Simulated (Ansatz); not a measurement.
# C₂H₇AlZn: one species, many methods

Aim: compute C₂H₇AlZn with functionals from several rungs and with coupled cluster. The yardstick is the atomisation energy at the CCSD(T) limit.

Method: functionals in def2-TZVPP, the program's frozen cores in correlated methods; program: Ansatz 0.2.0, Gaussian basis.

Levels to be run: LDA (SPW92), PBE-D4, revPBE-D4, BLYP-D4, r2SCAN-D4, B97M-V, PBE0-D4, B3LYP-D4, r2SCANh-D4, r2SCAN0-D4, HSE06-D4, BHLYP-D4, CAM-B3LYP-D4, LC-ωPBE, ωB97X-V, ωB97M-V, B2PLYP, PBE-QIDH; CCSD(T)/def2-SVP; CCSD(T)/def2-TZVPP; MP2/def2-QZVPP; extrapolation to the limit; RPA on PBE.

**1. Structure used throughout**

An earlier PBE0-D4 in a triple-zeta def2 set relaxation fixed the geometry.

SMILES `[CH3][Zn][CH2][AlH2]`, 11 atoms, charge 0, spin multiplicity 1.

Atoms are counted from 1 here; the program's logs count them from 0.

Bond lengths: C1–Zn2 1.941 Å, C1–H5 1.093 Å, C1–H6 1.093 Å, C1–H7 1.093 Å, Zn2–C3 1.948 Å, C3–Al4 1.920 Å, C3–H8 1.097 Å, C3–H9 1.097 Å, Al4–H10 1.593 Å, Al4–H11 1.592 Å. Angles: Zn2–C1–H5 111.0°, Zn2–C1–H6 111.0°, Zn2–C1–H7 111.0°, H5–C1–H6 107.9°, H5–C1–H7 107.9°, H6–C1–H7 107.9°, C1–Zn2–C3 179.4°, Zn2–C3–Al4 112.6°, Zn2–C3–H8 104.9°, Zn2–C3–H9 104.9°, Al4–C3–H8 112.3°, Al4–C3–H9 112.4°, H8–C3–H9 109.2°, C3–Al4–H10 120.5°, C3–Al4–H11 120.5°, H10–Al4–H11 118.9°.

**2. LDA**

This LDA is Slater exchange with PW92 correlation.

Input file in.yaml:

```yaml
crystal:
  periodic: [false, false, false]
  atoms:
    - {symbol: C, position_ang: [-0.080162, 2.545413, 0.053898]}
    - {symbol: Zn, position_ang: [-0.386864, 0.630268, 0.131263]}
    - {symbol: C, position_ang: [-0.712764, -1.288386, 0.214922]}
    - {symbol: Al, position_ang: [0.825432, -2.320869, -0.290814]}
    - {symbol: H, position_ang: [-0.192066, 2.999620, 1.041687]}
    - {symbol: H, position_ang: [-0.791392, 3.028620, -0.620776]}
    - {symbol: H, position_ang: [0.928051, 2.766816, -0.305672]}
    - {symbol: H, position_ang: [-1.566647, -1.458734, -0.451601]}
    - {symbol: H, position_ang: [-1.020458, -1.477551, 1.250228]}
    - {symbol: H, position_ang: [1.079325, -2.696854, -1.817349]}
    - {symbol: H, position_ang: [1.917535, -2.728342, 0.794204]}
basis:
  gaussian: {orbitals: def2-TZVPP}
hamiltonian: {xc: lda}
output: {orbitals: {seedname: orbitals}}
```

The run is started by

```sh
> ansatz run in.yaml --threads 2 --pin off --events-out ev --progress --plain --max-ram 31744MiB --backend cpu
```

The runs that follow: PBE-D4 (GGA); revPBE-D4 (GGA); BLYP-D4 (GGA); r2SCAN-D4 (meta-GGA); B97M-V (meta-GGA); B3LYP-D4 (hybrid); r2SCANh-D4 (hybrid); r2SCAN0-D4 (hybrid); HSE06-D4 (hybrid); BHLYP-D4 (hybrid); CAM-B3LYP-D4 (range-separated); LC-ωPBE (range-separated); ωB97X-V (range-separated); ωB97M-V (range-separated); B2PLYP (double hybrid); PBE-QIDH (double hybrid); CCSD(T) in def2-SVP; CCSD(T) in def2-TZVPP; MP2 in def2-QZVPP; RPA on PBE orbitals.

Before running them: what should the planned runs give, taken together? Wanted: atomisation energy, CCSD(T)/CBS; farthest beyond LDA; mean size of error, GGA; mean size of error, meta-GGA; mean size of error, hybrid; mean size of error, range-separated; mean size of error, double hybrid; gap, smallest and largest; T1 diagnostic.

**Answer**, as computed:

```
                               quantity                                                                                        value
        atomisation energy, CCSD(T)/CBS                                                                                3411.8 kJ/mol
 functionals within 17.1 kJ/mol (0.5 %)  PBE-D4, PBE0-D4, r2SCANh-D4, r2SCAN0-D4, HSE06-D4, CAM-B3LYP-D4, ωB97X-V, ωB97M-V, PBE-QIDH
                    farthest beyond LDA                                                                      BHLYP-D4 (-75.1 kJ/mol)
                mean size of error, GGA                                                                                  41.2 kJ/mol
           mean size of error, meta-GGA                                                                                  21.8 kJ/mol
             mean size of error, hybrid                                                                                  21.6 kJ/mol
    mean size of error, range-separated                                                                                  11.1 kJ/mol
      mean size of error, double hybrid                                                                                  26.8 kJ/mol
              gap, smallest and largest                                                        4.07 eV (BLYP-D4), 10.56 eV (LC-ωPBE)
                          T1 diagnostic                                                                                       0.0129
triples share of the correlation energy                                                                                        3.4 %
```

In words: The LDA atomisation energy is off by 409.6 kJ/mol (12 %): it overbinds. PBE-D4 misses by +11.6 kJ/mol. Double hybrids carry the basis error of their MP2 part in triple zeta, and no dispersion term here, so their miss is partly the set-up's. Taken by rung, range-separated functionals do best (11.1 kJ/mol on average) and GGA ones worst beyond LDA (41.2 kJ/mol). Misses under about 17.1 kJ/mol are within the doubt on the reference itself, which lacks core-valence correlation, relativity and higher excitations. Hartree-Fock recovers 75 % of the binding; the rest is correlation. CCSD(T) in def2-SVP is off by -159.4 kJ/mol, which most functionals beat. Orbital gaps span 4.1 to 10.6 eV; exact exchange widens them. For Zn the d shell is correlated and the shells below it are frozen.
